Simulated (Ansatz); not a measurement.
**CH₇O₂Si₂ radical: up Jacob's ladder to CCSD(T)**

One table from this session's results is given with a row withheld; the runs are named, their logs left out.

The runs use Ansatz 0.2.0, Gaussian basis; functionals in def2-TZVPP, the program's frozen cores in correlated methods.

The runs, in order: PBE-D4, r2SCAN-D4, PBE0-D4, B3LYP-D4, ωB97X-V, ωB97M-V, B2PLYP; CCSD(T)/def2-TZVPP; MP2/def2-QZVPP; extrapolation to the limit.

## Structure used throughout

All runs share one geometry, relaxed beforehand with PBE0-D4 in a triple-zeta def2 set.

SMILES `O[SiH]C[SiH2]O`, 12 atoms, charge 0, spin multiplicity 2.

Atoms are counted from 1 here; the program's logs count them from 0.

Bond lengths: O1–Si2 1.646 Å, O1–H6 0.967 Å, Si2–C3 1.886 Å, Si2–H7 1.498 Å, C3–Si4 1.855 Å, C3–H8 1.096 Å, C3–H9 1.095 Å, Si4–O5 1.666 Å, Si4–H10 1.490 Å, Si4–H11 1.488 Å, O5–H12 0.958 Å. Angles: Si2–O1–H6 114.8°, O1–Si2–C3 110.8°, O1–Si2–H7 109.2°, C3–Si2–H7 109.2°, Si2–C3–Si4 113.6°, Si2–C3–H8 107.9°, Si2–C3–H9 109.9°, Si4–C3–H8 109.5°, Si4–C3–H9 108.5°, H8–C3–H9 107.3°, C3–Si4–O5 104.7°, C3–Si4–H10 113.2°, C3–Si4–H11 111.3°, O5–Si4–H10 109.2°, O5–Si4–H11 110.3°, H10–Si4–H11 108.1°, Si4–O5–H12 118.2°.

Set-up of the first run:

in.yaml reads:

```yaml
crystal:
  periodic: [false, false, false]
  atoms:
    - {symbol: O, position_ang: [-1.098621, -1.376319, 1.431514]}
    - {symbol: Si, position_ang: [-0.157873, -1.921200, 0.195903]}
    - {symbol: C, position_ang: [0.145509, -0.554710, -1.068014]}
    - {symbol: Si, position_ang: [0.461646, 1.106235, -0.305939]}
    - {symbol: O, position_ang: [-0.844060, 1.368262, 0.695138]}
    - {symbol: H, position_ang: [-1.321821, -0.436200, 1.388306]}
    - {symbol: H, position_ang: [1.156037, -2.386256, 0.744576]}
    - {symbol: H, position_ang: [1.006836, -0.846206, -1.679295]}
    - {symbol: H, position_ang: [-0.716097, -0.470298, -1.738494]}
    - {symbol: H, position_ang: [0.538582, 2.206740, -1.308018]}
    - {symbol: H, position_ang: [1.724903, 1.107352, 0.481253]}
    - {symbol: H, position_ang: [-0.895062, 2.202603, 1.163071]}
basis:
  gaussian: {orbitals: def2-TZVPP}
magnetization: {spin_polarized: true, initial_magnetization: 1}
hamiltonian: {xc: pbe, dispersion: d4}
output: {forces: true, orbitals: {seedname: orbitals}}
```

Launch:

```console
$ ansatz run in.yaml --threads 2 --pin off --events-out ev --progress --plain --max-ram 22528MiB --backend cuda --devices 0, --max-vram 18GiB
```

Among the steps run: PBE-D4 (GGA); r2SCAN-D4 (meta-GGA); PBE0-D4 (hybrid); B3LYP-D4 (hybrid); ωB97X-V (range-separated); ωB97M-V (range-separated); B2PLYP (double hybrid); CCSD(T) in def2-TZVPP; MP2 in def2-QZVPP.

One table of the session follows, with a row left open; its other results are not shown here.

| method | atomisation energy (eV) |
| --- | --- |
| PBE-D4 | 44.715 |
| r2SCAN-D4 | 44.546 |
| PBE0-D4 | 44.041 |
| B3LYP-D4 | 44.273 |
| ωB97X-V | 44.515 |
| ωB97M-V | ? |
| B2PLYP | 43.806 |
| HF/def2-TZVPP | 32.441 |
| MP2/def2-TZVPP | 43.948 |
| CCSD/def2-TZVPP | 42.650 |
| CCSD(T)/def2-TZVPP | 43.236 |
| MP2/CBS | 45.221 |
| CCSD(T)/CBS | 44.509 |

Estimate the missing values for ωB97M-V.

The run gave: atomisation energy (eV): 44.447. In the column «atomisation energy (eV)» it lies between B3LYP-D4 (44.273) and CCSD(T)/CBS (44.509).
